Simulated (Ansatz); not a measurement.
What does this script print? It uses Ansatz 0.2.0, Python API.

`scan_ch6clgen.py`:
```python
"""Potential curve of CH6ClGeN along one bond."""

import ansatz as az
import numpy as np

geometry_ang = [
    ("C", (-0.7528, 1.1901, -0.2096)),
    ("Ge", (-0.1385, -0.5941, -0.2372)),
    ("N", (1.2739, -0.7333, 0.923)),
    ("Cl", (-1.6367, -1.9269, 0.3848)),
    ("H", (-1.1285, 1.4922, 0.7868)),
    ("H", (0.0062, 1.9411, -0.5418)),
    ("H", (-1.6324, 1.3228, -0.9154)),
    ("H", (0.3643, -0.9435, -1.676)),
    ("H", (1.6697, -1.6949, 0.8947)),
    ("H", (2.0579, -0.1049, 0.5935)),
]
ch6clgen = az.Crystal.molecule()
for symbol, xyz in geometry_ang:
    ch6clgen = ch6clgen.atom(symbol, xyz)

symbols = [site.symbol for site in ch6clgen.cartesian_sites]
start = np.array([site.position_ang for site in ch6clgen.cartesian_sites])
axis = (start[9] - start[2]) / np.linalg.norm(start[9] - start[2])
moving = [9]
lengths, energies = [0.931, 0.973, 1.015, 1.057, 1.1, 1.142, 1.184, 1.248], []
for length in lengths:
    xyz = start.copy()
    xyz[moving] += (length - np.linalg.norm(start[9] - start[2])) * axis
    point = az.Crystal.molecule()
    for symbol, place in zip(symbols, xyz):
        point = point.atom(symbol, place.tolist())
    calculation = point.calculation().basis(gaussian="def2-SVP").functional("pbe")
    r = calculation.run(threads=1).report
    energies.append(r["free_energy_ev"])
    print(f"r = {length:6.3f} A  E = {energies[-1]:.5f} eV  <S^2> = {abs(r['mean_field']['state']['spin_squared']):.3f}")

# quartic fit about the minimum
fit = np.polynomial.Polynomial.fit(lengths, np.array(energies) - min(energies), 4).convert()
roots = [r.real for r in fit.deriv().roots() if abs(r.imag) < 1e-9 and fit.deriv(2)(r.real) > 0]
r_e = min(roots, key=lambda r: abs(r - lengths[int(np.argmin(energies))]))
print(f"minimum of the fit at {r_e:.4f} A, force constant {fit.deriv(2)(r_e):.2f} eV/A^2")
```

```console
$ python scan_ch6clgen.py
r =  0.931 A  E = -71636.77625 eV  <S^2> = 0.000
r =  0.973 A  E = -71636.95244 eV  <S^2> = 0.000
r =  1.015 A  E = -71637.02356 eV  <S^2> = 0.000
r =  1.057 A  E = -71637.01410 eV  <S^2> = 0.000
r =  1.100 A  E = -71636.94100 eV  <S^2> = 0.000
r =  1.142 A  E = -71636.82302 eV  <S^2> = 0.000
r =  1.184 A  E = -71636.67092 eV  <S^2> = 0.000
r =  1.248 A  E = -71636.39388 eV  <S^2> = 0.000
minimum of the fit at 1.0300 A, force constant 41.65 eV/A^2
```

What to keep in mind:
- Total energies depend on the basis set; only differences at equal settings carry meaning.
- The rest of the molecule is held rigid at a force-field or estimated start geometry, and the basis set is modest; single-reference methods fail as a bond breaks.
- The orbitals are restricted, so S² is zero by construction.
- Run time: 24 s on 1 thread of Intel(R) Xeon(R) Processor @ 2.30GHz, with other jobs on the host, peak memory 0.26 GiB.
